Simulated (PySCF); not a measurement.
# C4H6F2O: the cost of one run

The runs use PySCF 2.14.0, with density-fitted response routines of our own; the level of theory stands in each step. All values are computed, except where a source is named. Atoms count from 0, in the outputs and in this text.

**1. The molecule as given**

13 atoms, charge 0, multiplicity 1; geometry from: GFN2-xTB. The atoms were then displaced at random by about 0.01 Å, so the start is not that level's minimum.

Bonds of the start (Å): C0–C1 1.30, C1–C2 1.52, C2–F3 1.33, C1–O4 1.39, O4–C5 1.37, C5–F6 1.37, C0–H7 1.10, C0–H8 1.07, C2–H9 1.09, C2–H10 1.11, C5–H11 1.11, C5–H12 1.11.

**2. Geometry optimisation at PBE0-D3(BJ)/def2-SVP**

The job: settings as JSON, then the geometry in Å.

```
{"job": {"xc": "PBE0", "basis": "def2-SVP", "d3": "d3bj", "grid": 1, "shake": 0.01, "kind": "geom"}, "charge": 0, "multiplicity": 1}
C     -0.310510     1.219890    -0.525730
C     -0.421920     0.039960     0.012900
C     -1.734090    -0.656110     0.321060
F     -2.728160    -0.081460    -0.341370
O      0.632710    -0.776030     0.387400
C      1.903920    -0.381040     0.062130
F      2.337080     0.686550     0.806990
H     -1.213390     1.778340    -0.795820
H      0.597480     1.751720    -0.701910
H     -1.663150    -1.707950     0.039230
H     -1.946800    -0.591440     1.409800
H      2.578490    -1.220610     0.316580
H      1.974160    -0.078690    -1.001590
```

Command:

```bash
$ OMP_NUM_THREADS=1 python probes_run.py task.json out
```

The driver reads the jobs from task.json and runs them one after another.

**Question.** How long does this first job take on 1 thread of Arm Neoverse V1, shared host, and how much memory does it need?

About 79 s, with a peak of 0.48 GiB.
